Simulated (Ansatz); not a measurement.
**C2H3BOS: small, medium and large basis sets**

One table from this session's results is given with a row withheld; the runs are named, their logs left out.

Method: one geometry, several basis sets; program: Ansatz 0.2.0, Gaussian basis.

The runs, in order: PBE0-D4/def2-SVP; ωB97M-V/def2-SVP; PBE0-D4/def2-QZVPP; ωB97M-V/def2-QZVPP; the functionals' def2-TZVPP values are taken from earlier runs.

## The geometry

The geometry comes from an earlier relaxation with PBE0-D4 in a triple-zeta def2 set; it is a stationary point, not always the lowest conformer.

SMILES `BC(=O)C=S`, 8 atoms, charge 0, spin multiplicity 1.

Atoms are counted from 1 here; the program's logs count them from 0.

Bond lengths: B1–C2 1.534 Å, B1–H6 1.192 Å, B1–H7 1.193 Å, C2–O3 1.240 Å, C2–C4 1.449 Å, C4–S5 1.607 Å, C4–H8 1.093 Å. Angles: C2–B1–H6 117.2°, C2–B1–H7 118.0°, H6–B1–H7 124.3°, B1–C2–O3 75.7°, B1–C2–C4 155.6°, O3–C2–C4 128.7°, C2–C4–S5 120.9°, C2–C4–H8 115.5°, S5–C4–H8 123.2°.

The first run:

in.yaml

```yaml
crystal:
  periodic: [false, false, false]
  atoms:
    - {symbol: B, position_ang: [0.577566, 1.137071, 0.650393]}
    - {symbol: C, position_ang: [-0.099633, -0.128193, 0.107508]}
    - {symbol: O, position_ang: [0.021939, -0.342011, 1.322542]}
    - {symbol: C, position_ang: [-0.645365, -0.996541, -0.915927]}
    - {symbol: S, position_ang: [0.093053, -2.366097, -1.317234]}
    - {symbol: H, position_ang: [1.767363, 1.180402, 0.603454]}
    - {symbol: H, position_ang: [-0.117613, 2.057414, 0.953663]}
    - {symbol: H, position_ang: [-1.505208, -0.598944, -1.460199]}
basis:
  gaussian: {orbitals: def2-SVP}
hamiltonian: {xc: pbe0, dispersion: d4}
output: {orbitals: {seedname: orbitals}}
```

The run is started by

```console
> ansatz run in.yaml --threads 2 --pin off --events-out ev --progress --plain --max-ram 4352MiB
```

Steps of the session up to this table: PBE0-D4 in def2-SVP; ωB97M-V in def2-SVP; PBE0-D4 in def2-QZVPP; ωB97M-V in def2-QZVPP.

One of the session's tables, all rows but one given; the rest of the session is left out.

It belongs to the step «Functionals by basis». 

```
functional       basis  HOMO (eV)  LUMO (eV)
   PBE0-D4    def2-SVP      -7.32      -3.52
   PBE0-D4  def2-TZVPP      -7.40      -3.59
   PBE0-D4  def2-QZVPP      -7.43      -3.62
   ωB97M-V    def2-SVP          ?          ?
   ωB97M-V  def2-TZVPP      -9.63      -1.40
   ωB97M-V  def2-QZVPP      -9.66      -1.45
```

**Question.** Estimate the row for ωB97M-V, def2-SVP.

**Answer.** HOMO (eV): -9.53; LUMO (eV): -1.26. In the column «HOMO (eV)» it lies between ωB97M-V, def2-TZVPP (-9.63) and PBE0-D4, def2-QZVPP (-7.43).
